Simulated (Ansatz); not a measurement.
# Ir2Ru: the cost of one run

Program: Ansatz 0.2.0. Level of theory: DFT PBE, scalar-relativistic, plane waves, PAW, unless a step names another level. These are calculated values, not measurements.

1 further run of the same task is left out (set aside as unsound or not needed). Runs told in other sessions of the task aren't counted.

### 1 The structure to begin with

Symmetry: P-3m1, No. 164, trigonal system. Conventional cell: a = 2.741 Å, b = 2.741 Å, c = 13.173 Å, α = 90.00°, β = 90.00°, γ = 120.00°. Around Ru (site symmetry 3m) lie 9 Ru at 2.63 to 2.74 Å and 3 Ir at 2.69 Å. Ir (site symmetry 3m) is surrounded by 3 Ru at 2.69 Å and 9 Ir at 2.74 to 2.75 Å. Ir (site symmetry 3m) is surrounded by 12 Ir at 2.73 to 2.75 Å.

As a file:

```
CELL_PARAMETERS angstrom
2.74101 0.00000 0.00000
-1.37050 2.37378 0.00000
0.00000 0.00000 13.17290
ATOMIC_POSITIONS crystal
Ru 0.66667 0.33333 0.92050
Ru 0.33333 0.66667 0.07950
Ir 0.66667 0.33333 0.24452
Ir 0.66667 0.33333 0.58466
Ir 0.33333 0.66667 0.75548
Ir 0.33333 0.66667 0.41534
```

It is the end of an earlier relaxation with the same method, from a generated guess; it is a trial structure. At a tolerance of 0.05 Å it has space group P-3m1 (No. 164); it has 14.29 Å³/atom, an uncorrected energy of +0.01 eV/atom over the elements.

### 2 Electronic structure at the relaxed geometry

Input file input.yaml:

```yaml
crystal:
  lattice:
    - [2.7410070035, 0.0, 0.0]
    - [-1.3705035017, 2.373781697, 0.0]
    - [0.0, 0.0, 13.1729028]
  atoms:
    - { symbol: Ru, position: [0.6666666667, 0.3333333333, 0.920501] }
    - { symbol: Ru, position: [0.3333333333, 0.6666666667, 0.079499] }
    - { symbol: Ir, position: [0.6666666667, 0.3333333333, 0.24452] }
    - { symbol: Ir, position: [0.6666666667, 0.3333333333, 0.584661] }
    - { symbol: Ir, position: [0.3333333333, 0.6666666667, 0.75548] }
    - { symbol: Ir, position: [0.3333333333, 0.6666666667, 0.415339] }
basis:
  ecutwfc: 420
kpoints:
  mp_grid: { grid: [18, 18, 4] }
  band_path:
    path:
      - [[0.0, 0.0, 0.0], [0.5, 0.0, 0.0], [0.33333333, 0.33333333, 0.0], [0.0, 0.0, 0.0], [0.0, 0.0, 0.5], [0.5, 0.0, 0.5], [0.33333333, 0.33333333, 0.5], [0.0, 0.0, 0.5]]
      - [[0.5, 0.0, 0.5], [0.5, 0.0, 0.0]]
      - [[0.33333333, 0.33333333, 0.5], [0.33333333, 0.33333333, 0.0]]
    npoints: 14
hamiltonian:
  xc: pbe
scf:
  occupations: { method: gaussian, width: 0.1 }
  n_extra_bands: 15
output:
  forces: true
  stress: true
  eigenvalues: true
  populations: true
  dos: { projected: true, de: 0.02, nscf_kmesh: { grid: [22, 22, 5] } }
  bader: true
  write_density: true
  write_potential: true
  elf: true
  volumetric_format: npy
```

Started as:

```bash
$ ansatz run input.yaml --threads 4 --pin off --max-ram 8192MiB --backend cpu --events-out ev --progress --plain --runs-dir out
```

**Question.** How long does this run take on 4 threads of Intel Xeon 6975P-C (Granite Rapids), shared host, and how much memory does it need?

About 29 s, with a peak of 1.1 GiB.
